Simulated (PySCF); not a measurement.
**Cr, Cr⁺: ionisation energy in aug-cc-pwCVTZ-DK plus 1 even-tempered diffuse shell per l**

Each state of chromium is computed at each level; their differences give the ionisation energy. How far do the methods differ?

Program: PySCF 2.14.0. Level of theory: unrestricted determinants in a Gaussian basis, no spin-orbit coupling in the energies. These are calculated values, not measurements, unless marked.

### Step 1. Starting point

| Quantity | Value |
| --- | --- |
| Element | chromium (Z = 24) |
| Basis | aug-cc-pwCVTZ-DK with one added diffuse shell each of s, p, d, f, g type (11s10p8d5f4g, 152 functions) |
| Hamiltonian | the spin-free X2C one-electron Hamiltonian (Gaussian nucleus) |
| State 1 | Cr: [Ar] 3d5 4s1, high-spin 7S determinant |
| State 2 | Cr⁺: [Ar] 3d5, high-spin 6S determinant |
| Methods | UHF, LDA, PBE, PBE0, r2SCAN, MP2 |
| Core shells frozen in the correlated runs | valence: [Ar]; valence and next inner shell: [Ne]; all electrons: nothing (for Cr) |

The outer shells:

Cr [Ar] 3d5 4s1
```
[Ar] core
3d [↑ ][↑ ][↑ ][↑ ][↑ ]
4s [↑ ]
```

Cr+ [Ar] 3d5
```
[Ar] core
3d [↑ ][↑ ][↑ ][↑ ][↑ ]
```

The runs were made by one driver on top of PySCF. The scripts below sum up each run's settings (the driver also hands on starting orbitals that pick excited configurations, and frozen orbitals as a list rather than a count), and the logs come from the driver's own runs. The driver starts from symmetry-adapted Hartree-Fock orbitals, holds the occupation by maximum overlap and uses a logarithmic radial grid for functionals, so a plain start would take other cycles.

The integrals over 152 functions and the set-up took 6.2 s of CPU time.

### Step 2. Cr: the ladder of methods

UHF:

The input, input.py:

```python
from pyscf import gto, scf, dft, mp, cc
import basis_set_exchange as bse
mol = gto.M(atom="Cr 0 0 0", charge=0, spin=6, symmetry="D2h",
            basis=gto.basis.parse(bse.get_basis("aug-cc-pwCVTZ-DK", elements=["Cr"], fmt="nwchem", augment_diffuse=1)),
            nucmod="G")
mf = scf.UHF(mol).sfx2c1e()
mf.irrep_nelec = {'Ag': (6, 3), 'B1g': (1, 0), 'B2g': (1, 0), 'B3g': (1, 0), 'B1u': (2, 2), 'B2u': (2, 2), 'B3u': (2, 2)}
mf.kernel()
```

LDA:

input.py, as changed from the run before:

```diff
@@ -5,3 +5,3 @@
             nucmod="G")
-mf = scf.UHF(mol).sfx2c1e()
+mf = dft.UKS(mol, xc="LDA,VWN").sfx2c1e()
 mf.irrep_nelec = {'Ag': (6, 3), 'B1g': (1, 0), 'B2g': (1, 0), 'B3g': (1, 0), 'B1u': (2, 2), 'B2u': (2, 2), 'B3u': (2, 2)}
```

PBE:

input.py, as changed from the run before:

```diff
@@ -5,3 +5,3 @@
             nucmod="G")
-mf = dft.UKS(mol, xc="LDA,VWN").sfx2c1e()
+mf = dft.UKS(mol, xc="PBE").sfx2c1e()
 mf.irrep_nelec = {'Ag': (6, 3), 'B1g': (1, 0), 'B2g': (1, 0), 'B3g': (1, 0), 'B1u': (2, 2), 'B2u': (2, 2), 'B3u': (2, 2)}
```

PBE0:

input.py, as changed from the run before:

```diff
@@ -5,3 +5,3 @@
             nucmod="G")
-mf = dft.UKS(mol, xc="PBE").sfx2c1e()
+mf = dft.UKS(mol, xc="PBE0").sfx2c1e()
 mf.irrep_nelec = {'Ag': (6, 3), 'B1g': (1, 0), 'B2g': (1, 0), 'B3g': (1, 0), 'B1u': (2, 2), 'B2u': (2, 2), 'B3u': (2, 2)}
```

r2SCAN:

input.py, as changed from the run before:

```diff
@@ -5,3 +5,3 @@
             nucmod="G")
-mf = dft.UKS(mol, xc="PBE0").sfx2c1e()
+mf = dft.UKS(mol, xc="R2SCAN").sfx2c1e()
 mf.irrep_nelec = {'Ag': (6, 3), 'B1g': (1, 0), 'B2g': (1, 0), 'B3g': (1, 0), 'B1u': (2, 2), 'B2u': (2, 2), 'B3u': (2, 2)}
```

MP2 (valence):

input.py, as changed from the run before:

```diff
@@ -5,4 +5,5 @@
             nucmod="G")
-mf = dft.UKS(mol, xc="R2SCAN").sfx2c1e()
+mf = scf.UHF(mol).sfx2c1e()
 mf.irrep_nelec = {'Ag': (6, 3), 'B1g': (1, 0), 'B2g': (1, 0), 'B3g': (1, 0), 'B1u': (2, 2), 'B2u': (2, 2), 'B3u': (2, 2)}
 mf.kernel()
+mp.UMP2(mf, frozen=9).kernel()
```

MP2 (valence and next inner shell):

input.py, as changed from the run before:

```diff
@@ -8,2 +8,2 @@
 mf.kernel()
-mp.UMP2(mf, frozen=9).kernel()
+mp.UMP2(mf, frozen=5).kernel()
```

MP2 (all electrons):

input.py, as changed from the run before:

```diff
@@ -8,2 +8,2 @@
 mf.kernel()
-mp.UMP2(mf, frozen=5).kernel()
+mp.UMP2(mf, frozen=0).kernel()
```

### Step 3. Cr⁺, method by method

UHF:

The input, input.py:

```python
from pyscf import gto, scf, dft, mp, cc
import basis_set_exchange as bse
mol = gto.M(atom="Cr 0 0 0", charge=1, spin=5, symmetry="D2h",
            basis=gto.basis.parse(bse.get_basis("aug-cc-pwCVTZ-DK", elements=["Cr"], fmt="nwchem", augment_diffuse=1)),
            nucmod="G")
mf = scf.UHF(mol).sfx2c1e()
mf.irrep_nelec = {'Ag': (5, 3), 'B1g': (1, 0), 'B2g': (1, 0), 'B3g': (1, 0), 'B1u': (2, 2), 'B2u': (2, 2), 'B3u': (2, 2)}
mf.kernel()
```

LDA:

input.py, as changed from the run before:

```diff
@@ -5,3 +5,3 @@
             nucmod="G")
-mf = scf.UHF(mol).sfx2c1e()
+mf = dft.UKS(mol, xc="LDA,VWN").sfx2c1e()
 mf.irrep_nelec = {'Ag': (5, 3), 'B1g': (1, 0), 'B2g': (1, 0), 'B3g': (1, 0), 'B1u': (2, 2), 'B2u': (2, 2), 'B3u': (2, 2)}
```

PBE:

input.py, as changed from the run before:

```diff
@@ -5,3 +5,3 @@
             nucmod="G")
-mf = dft.UKS(mol, xc="LDA,VWN").sfx2c1e()
+mf = dft.UKS(mol, xc="PBE").sfx2c1e()
 mf.irrep_nelec = {'Ag': (5, 3), 'B1g': (1, 0), 'B2g': (1, 0), 'B3g': (1, 0), 'B1u': (2, 2), 'B2u': (2, 2), 'B3u': (2, 2)}
```

PBE0:

input.py, as changed from the run before:

```diff
@@ -5,3 +5,3 @@
             nucmod="G")
-mf = dft.UKS(mol, xc="PBE").sfx2c1e()
+mf = dft.UKS(mol, xc="PBE0").sfx2c1e()
 mf.irrep_nelec = {'Ag': (5, 3), 'B1g': (1, 0), 'B2g': (1, 0), 'B3g': (1, 0), 'B1u': (2, 2), 'B2u': (2, 2), 'B3u': (2, 2)}
```

r2SCAN:

input.py, as changed from the run before:

```diff
@@ -5,3 +5,3 @@
             nucmod="G")
-mf = dft.UKS(mol, xc="PBE0").sfx2c1e()
+mf = dft.UKS(mol, xc="R2SCAN").sfx2c1e()
 mf.irrep_nelec = {'Ag': (5, 3), 'B1g': (1, 0), 'B2g': (1, 0), 'B3g': (1, 0), 'B1u': (2, 2), 'B2u': (2, 2), 'B3u': (2, 2)}
```

MP2 (valence):

input.py, as changed from the run before:

```diff
@@ -5,4 +5,5 @@
             nucmod="G")
-mf = dft.UKS(mol, xc="R2SCAN").sfx2c1e()
+mf = scf.UHF(mol).sfx2c1e()
 mf.irrep_nelec = {'Ag': (5, 3), 'B1g': (1, 0), 'B2g': (1, 0), 'B3g': (1, 0), 'B1u': (2, 2), 'B2u': (2, 2), 'B3u': (2, 2)}
 mf.kernel()
+mp.UMP2(mf, frozen=9).kernel()
```

MP2 (valence and next inner shell):

input.py, as changed from the run before:

```diff
@@ -8,2 +8,2 @@
 mf.kernel()
-mp.UMP2(mf, frozen=9).kernel()
+mp.UMP2(mf, frozen=5).kernel()
```

MP2 (all electrons):

input.py, as changed from the run before:

```diff
@@ -8,2 +8,2 @@
 mf.kernel()
-mp.UMP2(mf, frozen=5).kernel()
+mp.UMP2(mf, frozen=0).kernel()
```

**Question.** What will these runs give?

**Answer**, as computed:

```
             quantity                                                     value
ionisation energy, Cr  UHF 6.004, MP2 (all electrons) 6.769 eV; reference 6.767
```

Accuracy against cost (mean over 1 difference):

| method | mean absolute miss against the measured value (with the measured fine structure taken into account where it is known) (eV) | CPU time, both states (s) |
| --- | --- | --- |
| UHF | 0.763 | 17 |
| LDA | 0.824 | 8.3 |
| PBE | 0.621 | 10 |
| PBE0 | 0.282 | 20 |
| r2SCAN | 0.582 | 30 |
| MP2 (valence) | 0.247 | 20 |
| SCS-MP2 (valence) | 0.591 | 20 |
| MP2 (valence and next inner shell) | 0.005 | 27 |
| SCS-MP2 (valence and next inner shell) | 0.355 | 27 |
| MP2 (all electrons) | 0.003 | 31 |
| SCS-MP2 (all electrons) | 0.356 | 31 |

In words: Against experiment MP2 (all electrons) comes closest (off by 0.00 eV), level with MP2 (valence and next inner shell) and LDA is farthest (0.82 eV). In a finite basis a lower level can come nearest by cancelling errors. Hartree-Fock falls short because the species with more electrons holds more correlation energy, which it lacks. PBE is off by +0.62 eV. All values hold for this basis alone; no basis-set limit was taken. The dearest level timed, MP2 (all electrons), costs 3.8 times the cheapest, LDA, and differs from the measured value (with the measured fine structure taken into account where it is known) by 0.00 against 0.82 eV.
